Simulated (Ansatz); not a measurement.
**C₂H₂AlCl: taking an electron away**

One table from this session's results is given with a row withheld; the runs are named, their logs left out.

The runs use Ansatz 0.2.0, Gaussian basis; unrestricted cation, the program's frozen cores in correlated methods.

The runs, in order: UKS PBE-D4/def2-TZVPP; UKS r2SCAN-D4/def2-TZVPP; UKS PBE0-D4/def2-TZVPP; UKS B3LYP-D4/def2-TZVPP; UKS wB97X-V/def2-TZVPP; UKS wB97M-V/def2-TZVPP; UKS B2PLYP/def2-TZVPP; UHF-CCSD(T)/def2-TZVPP; UHF-MP2/def2-QZVPP; extrapolation to the limit; then −ε(HOMO) from the neutral's earlier runs with LDA (SPW92), PBE-D4, revPBE-D4, BLYP-D4, r2SCAN-D4, B97M-V, PBE0-D4, B3LYP-D4, r2SCANh-D4, r2SCAN0-D4, HSE06-D4, BHLYP-D4, CAM-B3LYP-D4, LC-ωPBE, ωB97X-V, ωB97M-V.

## The relaxed structure

The geometry comes from an earlier relaxation with PBE0-D4 in a triple-zeta def2 set; it is a stationary point.

SMILES `Cl[C]1=[CH][AlH]1`, 6 atoms, charge 0, spin multiplicity 1.

Atoms are counted from 1 here; the program's logs count them from 0.

Bond lengths: Cl1–C2 1.720 Å, C2–C3 1.359 Å, C2–Al4 1.856 Å, C3–Al4 1.863 Å, C3–H5 1.087 Å, Al4–H6 1.569 Å. Angles: Cl1–C2–C3 128.2°, Cl1–C2–Al4 163.0°, C3–C2–Al4 68.9°, C2–C3–Al4 68.3°, C2–C3–H5 128.8°, Al4–C3–H5 162.9°, C2–Al4–C3 42.9°, C2–Al4–H6 158.7°, C3–Al4–H6 158.4°.

Geometry (Å):

```mol
C2H2AlCl
  3D, bonds by distance, orders not assigned

  6  6  0  0  0  0  0  0  0  0999 V2000
   -0.6234   -2.4024    0.1138 Cl  0  0
   -0.3117   -0.7144    0.0046 C   0  0
    0.8744   -0.0679    0.1508 C   0  0
   -0.5169    1.1179   -0.2098 Al  0  0
    1.8553   -0.4850    0.3643 H   0  0
   -1.2356    2.4878   -0.4698 H   0  0
  1  2  8  0
  2  3  8  0
  3  4  8  0
  3  5  8  0
  4  6  8  0
  2  4  8  0
M  END
```

Set-up of the first run:

The input, in.yaml:

```yaml
crystal:
  periodic: [false, false, false]
  atoms:
    - {symbol: Cl, position_ang: [-0.623366, -2.402426, 0.113798]}
    - {symbol: C, position_ang: [-0.311695, -0.714373, 0.004562]}
    - {symbol: C, position_ang: [0.874354, -0.067893, 0.150789]}
    - {symbol: Al, position_ang: [-0.516887, 1.117898, -0.209815]}
    - {symbol: H, position_ang: [1.855312, -0.485027, 0.364290]}
    - {symbol: H, position_ang: [-1.235617, 2.487821, -0.469823]}
basis:
  gaussian: {orbitals: def2-TZVPP}
total_charge: 1
magnetization: {spin_polarized: true, initial_magnetization: 1}
hamiltonian: {xc: pbe, dispersion: d4}
```

On the command line:

```
> ansatz run in.yaml --threads 2 --pin off --events-out ev --progress --plain --max-ram 4352MiB
```

Steps of the session up to this table: Cation, UKS PBE-D4/def2-TZVPP; Cation, UKS r2SCAN-D4/def2-TZVPP; Cation, UKS PBE0-D4/def2-TZVPP; Cation, UKS B3LYP-D4/def2-TZVPP; Cation, UKS wB97X-V/def2-TZVPP; Cation, UKS wB97M-V/def2-TZVPP; Cation, UKS B2PLYP (frozen core)/def2-TZVPP; Cation, UHF-CCSD(T)/def2-TZVPP; Cation, UHF-MP2/def2-QZVPP.

One table of the session follows, with a row left open; its other results are not shown here.

For comparison, −ε(HOMO) of the neutral from earlier runs:

| functional | −ε(HOMO) (eV) |
| --- | --- |
| LDA (SPW92) | 5.99 |
| PBE-D4 | 5.87 |
| revPBE-D4 | 5.82 |
| BLYP-D4 | 5.74 |
| r2SCAN-D4 | 6.11 |
| B97M-V | 6.20 |
| PBE0-D4 | 7.05 |
| B3LYP-D4 | 6.84 |
| r2SCANh-D4 | 6.54 |
| r2SCAN0-D4 | 7.21 |
| HSE06-D4 | 6.65 |
| BHLYP-D4 | 8.14 |
| CAM-B3LYP-D4 | 8.35 |
| LC-ωPBE | 9.66 |
| ωB97X-V | 9.33 |
| ωB97M-V | ? |

**Question.** Estimate the row for ωB97M-V.

The run gave: −ε(HOMO) (eV): 9.17. In the column «−ε(HOMO) (eV)» it lies between CAM-B3LYP-D4 (8.35) and ωB97X-V (9.33).
